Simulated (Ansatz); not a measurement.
# CH5BBrN: basis-set convergence

Aim: see how fast density functionals converge with the basis set for CH5BBrN.

The runs use Ansatz 0.2.0, Gaussian basis; one geometry, several basis sets.

Plan: PBE0-D4/def2-SVP; ωB97M-V/def2-SVP; PBE0-D4/def2-QZVPP; ωB97M-V/def2-QZVPP; the functionals' def2-TZVPP values are taken from earlier runs.

## 1. The geometry

All runs share one geometry, relaxed beforehand with PBE0-D4 in a triple-zeta def2 set.

9 atoms, charge 0, spin multiplicity 1.

Atoms are counted from 1 here; the program's logs count them from 0.

Bond lengths: N1–B2 1.380 Å, N1–H5 1.009 Å, N1–H6 1.005 Å, B2–C3 1.573 Å, B2–H7 1.200 Å, C3–Br4 1.953 Å, C3–H8 1.091 Å, C3–H9 1.091 Å. Angles: B2–N1–H5 121.6°, B2–N1–H6 123.6°, H5–N1–H6 114.8°, N1–B2–C3 122.7°, N1–B2–H7 119.6°, C3–B2–H7 117.7°, B2–C3–Br4 114.8°, B2–C3–H8 111.5°, B2–C3–H9 111.5°, Br4–C3–H8 105.7°, Br4–C3–H9 105.7°, H8–C3–H9 107.1°.

## 2. PBE0-D4 in def2-SVP

in.yaml

```yaml
crystal:
  periodic: [false, false, false]
  atoms:
    - {symbol: N, position_ang: [-0.366174, 1.281866, -0.515452]}
    - {symbol: B, position_ang: [0.465001, 0.453825, 0.210548]}
    - {symbol: C, position_ang: [0.210254, -1.091537, 0.352848]}
    - {symbol: Br, position_ang: [-1.374701, -1.748984, -0.578852]}
    - {symbol: H, position_ang: [-1.183236, 0.927386, -0.990194]}
    - {symbol: H, position_ang: [-0.216161, 2.270124, -0.616275]}
    - {symbol: H, position_ang: [1.426190, 0.914300, 0.762376]}
    - {symbol: H, position_ang: [0.080601, -1.380528, 1.397120]}
    - {symbol: H, position_ang: [1.046627, -1.672553, -0.039220]}
basis:
  gaussian: {orbitals: def2-SVP}
hamiltonian: {xc: pbe0, dispersion: d4}
output: {orbitals: {seedname: orbitals}}
```

After this run come: ωB97M-V in def2-SVP; PBE0-D4 in def2-QZVPP; ωB97M-V in def2-QZVPP.

**Question.** What will the summary of the whole plan be? Wanted: PBE0-D4: double and triple zeta above quadruple; ωB97M-V: double and triple zeta above quadruple.

As calculated:

```
                                       quantity           value
PBE0-D4: double and triple zeta above quadruple  13.85, 1.63 eV
ωB97M-V: double and triple zeta above quadruple  13.93, 1.57 eV
```

For PBE0-D4 the step from double to triple zeta gains 12.22 eV and the next only 1.63 eV. Total energies overstate the basis error of differences, where much of it tends to cancel. The LUMO of ωB97M-V is positive and keeps falling with the basis (2.71 to 1.64 eV): an unbound level that the basis holds in place.
